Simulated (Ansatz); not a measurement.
# F2H2Si (SMILES F[SiH2]F): BHLYP/aug-cc-pVDZ

What is the electronic atomisation energy of F2H2Si at BHLYP/aug-cc-pVDZ? 

The results are computed with Ansatz 0.2.0.

## 1. The structure to begin with

The species is F2H2Si (5 atoms), typed as a singlet with charge 0. As SMILES, `F[SiH2]F`. Geometry: relaxed at PBE0-D4/def2-TZVP.

Bond lengths: F1–Si2 1.586 Å, Si2–F3 1.586 Å, Si2–H4 1.474 Å, Si2–H5 1.474 Å. Angles: F1–Si2–F3 108.0°, F1–Si2–H4 108.5°, F1–Si2–H5 108.5°, F3–Si2–H4 108.5°, F3–Si2–H5 108.5°, H4–Si2–H5 114.6°.

## 2. The energy at BHLYP/aug-cc-pVDZ

File job.yaml:

```yaml
crystal:
  periodic: [false, false, false]
  atoms:
    - {symbol: F, position_ang: [-1.079010, 0.538200, 0.980720]}
    - {symbol: Si, position_ang: [-0.005220, -0.000540, -0.054090]}
    - {symbol: F, position_ang: [1.247630, -0.520590, 0.766910]}
    - {symbol: H, position_ang: [-0.590470, -1.138740, -0.786300]}
    - {symbol: H, position_ang: [0.427070, 1.121680, -0.907250]}
basis:
  gaussian:
    orbitals: aug-cc-pVDZ
hamiltonian:
  xc: {name: BHLYP}
accuracy: high
output: {orbitals: {seedname: orbitals}}
```

On the command line:

```
$ ansatz run job.yaml --threads 1 --pin off --max-ram 3480MiB --events-out events.jsonl --progress --plain --runs-dir runs
```

Standard output:

```text
Warning: RAYON_NUM_THREADS=1 ignored (pool sized by the plan → 1); use --threads N
Functional definition: BHLYP
  name "BHLYP"
  parameter a = 0.5
  exchange = (1 - a)*b88_x + a*exact_x
  correlation = lyp_c
1837 factors; integrals over basis functions are off by at most 3.7e-9 eV
mean field evaluation 1: about -13343.2540 eV, gradient 3.9e1 eV
mean field evaluation 2: about -13342.5383 eV, gradient 4.6e1 eV
mean field evaluation 4: about -13345.4885 eV, gradient 9.0e-1 eV
mean field evaluation 8: about -13345.6310 eV, gradient 6.8e-2 eV
mean field evaluation 16: about -13345.6310 eV, gradient 4.8e-6 eV
mean field -13345.63101660 eV, -490.4428938663 hartree, gradient 3.0e-8 eV, S^2 0.000000; 0 other end points of the search recorded, 0 dependent functions left out
reference -13345.63104495 eV, -490.4428949083 hartree; 17, 17 occupied and 74, 74 virtual orbitals, 1837 factors
Total energy: -13345.63104495 eV, -490.4428949083 hartree
```

Run time: 3.9 s. Hardware: 1 thread of Intel Xeon 6975P-C (Granite Rapids), shared host; peak memory 0.28 GiB.

## 3. The F atom

File molecule.yaml:

```yaml
crystal:
  periodic: [false, false, false]
  atoms:
    - symbol: F
      position_ang: [0.000000, 0.000000, 0.000000]
basis:
  gaussian:
    orbitals: aug-cc-pVDZ
magnetization:
  spin_polarized: true
  initial_magnetization: 1
hamiltonian:
  xc: {name: BHLYP}
accuracy: high
```

Run the same way, it converges to -99.71439 Eh (log not shown).

## 4. The H atom

File input.yaml:

```yaml
crystal:
  periodic: [false, false, false]
  atoms:
    - {symbol: H, position_ang: [0.000000, 0.000000, 0.000000]}
basis:
  gaussian: {orbitals: aug-cc-pVDZ}
magnetization: {spin_polarized: true, initial_magnetization: 1}
hamiltonian: {xc: {name: BHLYP}}
accuracy: high
```

Run the same way, it converges to -0.49808 Eh (log not shown).

## 5. The Si atom

File run.yaml:

```yaml
crystal:
  periodic: [false, false, false]
  atoms:
    - symbol: Si
      position_ang: [0.000000, 0.000000, 0.000000]
basis:
  gaussian: {orbitals: aug-cc-pVDZ}
hamiltonian: {xc: {name: BHLYP}}
magnetization: {spin_polarized: true, initial_magnetization: 2}
accuracy: high
```

On the command line:

```
$ ansatz run run.yaml --threads 1 --pin off --max-ram 3480MiB --events-out events.jsonl --progress --plain --runs-dir runs
```

Standard output:

```text
Warning: RAYON_NUM_THREADS=1 ignored (pool sized by the plan → 1); use --threads N
[... 5 set-up lines as earlier in the session ...]
231 factors; integrals over basis functions are off by at most 3.2e-9 eV
mean field evaluation 1: about -7874.2523 eV, gradient 2.4e0 eV
mean field evaluation 2: about -7874.3239 eV, gradient 5.9e-1 eV
mean field evaluation 4: about -7874.3291 eV, gradient 1.1e-1 eV
mean field evaluation 8: about -7874.3293 eV, gradient 9.1e-5 eV
mean field -7874.32925407 eV, -289.3762626749 hartree, gradient 5.3e-8 eV, S^2 2.005406; 0 other end points of the search recorded, 0 dependent functions left out
reference -7874.32927113 eV, -289.3762633019 hartree; 8, 6 occupied and 19, 21 virtual orbitals, 231 factors
Total energy: -7874.32927113 eV, -289.3762633019 hartree
```

It took 0.4 s on 1 thread of Intel Xeon 6975P-C (Granite Rapids), shared host.

## 6. Outcome

At BHLYP/aug-cc-pVDZ:

```
                     quantity          value
       molecule: total energy  -490.44289 Eh
        molecule: HOMO energy      -11.37 eV
        molecule: LUMO energy        0.38 eV
      molecule: HOMO–LUMO gap       11.75 eV
         F atom: total energy   -99.71439 Eh
                 F atom: ⟨S²⟩          0.752
         H atom: total energy    -0.49808 Eh
                 H atom: ⟨S²⟩          0.750
        Si atom: total energy  -289.37626 Eh
                Si atom: ⟨S²⟩          2.005
electronic atomisation energy      17.461 eV
```

In words: Taking the molecule apart into free atoms costs 17.46 eV (1685 kJ/mol), before zero-point energy and without spin-orbit coupling.
